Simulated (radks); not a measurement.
# Kr³⁺ in [Ar] 3d9.75 4s2 4p3 5p0.25: an all-electron calculation

What are the levels of the krypton ion Kr3+, how large are its shells, and how does its energy divide?

Method: Dirac Kohn-Sham, LDA (Slater exchange, Perdew-Wang correlation), spin-unpolarised, spherical densities, point nucleus; open shells fill j = l - 1/2 first. Code: radks (a radial shooting solver on a logarithmic mesh, Libxc functionals) version 1.

## (1) What is computed

```
element       : krypton (Z = 36)
charge        : +3
electrons     : 33
configuration : [Ar] 3d9.75 4s2 4p3 5p0.25
```

## (2) The run

The run's settings:

```text
Z 36
configuration [Ar] 3d9.75 4s2 4p3 5p0.25 5s0 4d0 4f0 6p0
relativity Dirac
functional lda,pw
spin unpolarised
j_filling energy
nucleus point
c 137.035999084
```

On the command line:

```sh
> python run_ks.py task.json out
```

This one command runs every case of the session in turn.

**Question.** What will this run give?

As calculated:

| quantity | value |
| --- | --- |
| total energy | -2783.27216 hartree |
| exchange-correlation share of it | 3.29 % |
| −T/E | 1.0267 |
| highest occupied level | 5p1/2, -17.232 eV |
| most extended occupied level | 5p1/2, <r> = 3.81 bohr |
| radius at density 0.001 e/bohr³ | 3.49 bohr |
| maxima of the radial density | 3 |

What this shows: 5 principal shells are occupied and 3 maxima appear in the radial density; where shells overlap, one shows as a shoulder or not at all. −T/E is 1.027: with relativity the kinetic term as defined here no longer equals −E. This is not the tabulated ground configuration, so its levels and sizes aren't those of the ground state, and no measured value stands beside it.
